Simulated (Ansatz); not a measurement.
**Si₂H₈ (built from SMILES [H][H].[SiH3][SiH3]): search for a transition state**

Aim: find the saddle point of a four-centre ligand exchange that is to form Si1–H7, Si2–H6 and break Si1–Si2, H6–H7, prove it by its vibrations, and relax downhill on both sides to see what it joins.

Method: PBE0-D4, def2-SVP first, then def2-TZVP; program: Ansatz 0.2.0, Gaussian basis.

152 further runs of the same task are left out: 152 set aside as unsound or not needed.

**1. The starting structure**

The guess: 10 atoms, charge 0, spin multiplicity 1.

Atoms are counted from 1 here; the program's logs count them from 0.

Bond lengths: Si1–H3 1.472 Å, Si1–H4 1.468 Å, Si1–H5 1.473 Å, Si2–H8 1.472 Å, Si2–H9 1.468 Å, Si2–H10 1.472 Å. Angles: H3–Si1–H4 112.5°, H3–Si1–H5 103.2°, H4–Si1–H5 104.6°, H8–Si2–H9 112.4°, H8–Si2–H10 103.5°, H9–Si2–H10 104.7°.

Geometry (Å):

```xyz
10
H8Si2
Si   -0.8456   -1.0281   -0.1223
Si    0.2671    1.3081   -0.0878
H    -0.1210   -1.9613   -1.0009
H    -0.9161   -1.5040    1.2645
H    -2.2319   -1.1095   -0.6144
H     1.3822   -0.1274    0.4109
H     0.9618   -1.0013    0.4102
H     0.7779    1.6257    1.2553
H     1.3219    1.3408   -1.1088
H    -0.5963    2.4571   -0.4067
```

Distances that are to change: Si1–H7 1.88 Å, Si2–H6 1.88 Å, Si1–Si2 2.59 Å, H6–H7 0.97 Å.

**2. Relaxing the guess with the reacting distances held**

Input file hold/in.yaml:

```yaml
crystal:
  periodic: [false, false, false]
  atoms:
    - {symbol: Si, position_ang: [-0.845600, -1.028100, -0.122300]}
    - {symbol: Si, position_ang: [0.267100, 1.308100, -0.087800]}
    - {symbol: H, position_ang: [-0.121000, -1.961300, -1.000900]}
    - {symbol: H, position_ang: [-0.916100, -1.504000, 1.264500]}
    - {symbol: H, position_ang: [-2.231900, -1.109500, -0.614400]}
    - {symbol: H, position_ang: [1.382200, -0.127400, 0.410900]}
    - {symbol: H, position_ang: [0.961800, -1.001300, 0.410200]}
    - {symbol: H, position_ang: [0.777900, 1.625700, 1.255300]}
    - {symbol: H, position_ang: [1.321900, 1.340800, -1.108800]}
    - {symbol: H, position_ang: [-0.596300, 2.457100, -0.406700]}
basis:
  gaussian: {orbitals: def2-SVP}
hamiltonian: {xc: pbe0, dispersion: d4}
relax: {f_tol: 0.08, max_steps: 120, escape_saddle: false, constraints: [{distance: [0, 6]}, {distance: [1, 5]}, {distance: [0, 1]}, {distance: [5, 6]}]}
```

Run with:

```console
ansatz run in.yaml --threads 2 --pin off --events-out ev --progress --plain --max-ram 4352MiB
```

Further steps of the session: A starting Hessian; Saddle search in the small basis; Saddle search in triple zeta; Checking the order of the point; Relaxing after a step of 0.30 Å one way along the mode; Relaxing after a step of 0.30 Å the other way along the mode.

**Question.** What will these runs give? Wanted: imaginary mode; barrier from the start side; barrier from the end side; energy of the step; pairs that change; zero-point energy at the saddle.

As calculated:

| quantity | value |
| --- | --- |
| imaginary mode | 1144i cm⁻¹ |
| barrier from the start side | 308.3 kJ/mol |
| barrier from the end side | 108.5 kJ/mol |
| energy of the step | +199.7 kJ/mol |
| pairs that change | Si1–H7 formed, Si2–H6 shortened, H6–H8 formed, Si1–Si2 broken, H6–H7 broken |
| zero-point energy at the saddle | 1.635 eV |

The point has a single imaginary mode (1144i cm⁻¹), as a transition state must. Going downhill both ways gives the intended start and end. At PBE0-D4/def2-TZVP the electronic barrier is 308.3 kJ/mol, about 124 kT at 298 K, and the step runs 199.7 kJ/mol uphill. The barrier is thin enough for tunnelling; the leading (Wigner) term alone is a factor of 2.3 at 298 K. The ends are the nearest minima, not always the lowest complexes.
